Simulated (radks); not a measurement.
# Cs⁺ in [Xe]: an all-electron calculation

One table from this session's results is given with a row withheld; the runs are named, their logs left out.

The numbers are computed with radks (a radial shooting solver on a logarithmic mesh, Libxc functionals) version 1 (scalar-relativistic Kohn-Sham, BLYP, spin-polarised, spherical densities, finite nucleus), except any that are marked as measured or tabulated.

## What is computed

- element: caesium (Z = 55)
- charge: +1
- electrons: 54
- configuration: [Xe]
- nuclear rms radius: 4.8041 fm

The outer shells:

Cs⁺
```
[Kr] core
4d [↑↓][↑↓][↑↓][↑↓][↑↓]
5s [↑↓]
5p [↑↓][↑↓][↑↓]
```

Set-up of the first run:

The run's settings:

```text
Z 55
configuration [Xe]
relativity scalar-relativistic
functional b88,lyp
spin polarised
nucleus finite rms 4.8041 fm
c 137.035999084
```

Among the steps run: Self-consistent calculation.

One of the session's tables, all rows but one given; the rest of the session is left out.

It belongs to the step «Shells». From the orbitals of this run (lengths in bohr):

| level | <r> | outermost maximum (interpolated) | 90 % within | nodes |
| --- | --- | --- | --- | --- |
| 1s | 0.02611 | 0.0168 | 0.0470 | 0 |
| 2s | 0.1121 | 0.0949 | 0.173 | 1 |
| 2p | 0.09820 | 0.0762 | 0.160 | 0 |
| 3s | 0.2991 | 0.273 | 0.439 | 2 |
| 3p | ? | ? | ? | ? |
| 3d | 0.2736 | 0.220 | 0.429 | 0 |
| 4s | 0.6947 | 0.642 | 1.000 | 3 |
| 4p | 0.7395 | 0.673 | 1.08 | 2 |
| 4d | 0.8369 | 0.720 | 1.27 | 1 |
| 5s | 1.736 | 1.54 | 2.51 | 4 |
| 5p | 2.076 | 1.77 | 3.07 | 3 |

Estimate the missing values for 3p.

The run gave: <r>: 0.2971; outermost maximum (interpolated): 0.267; 90 % within: 0.445; nodes: 1. In the column «<r>» it lies between 3d (0.2736) and 3s (0.2991).
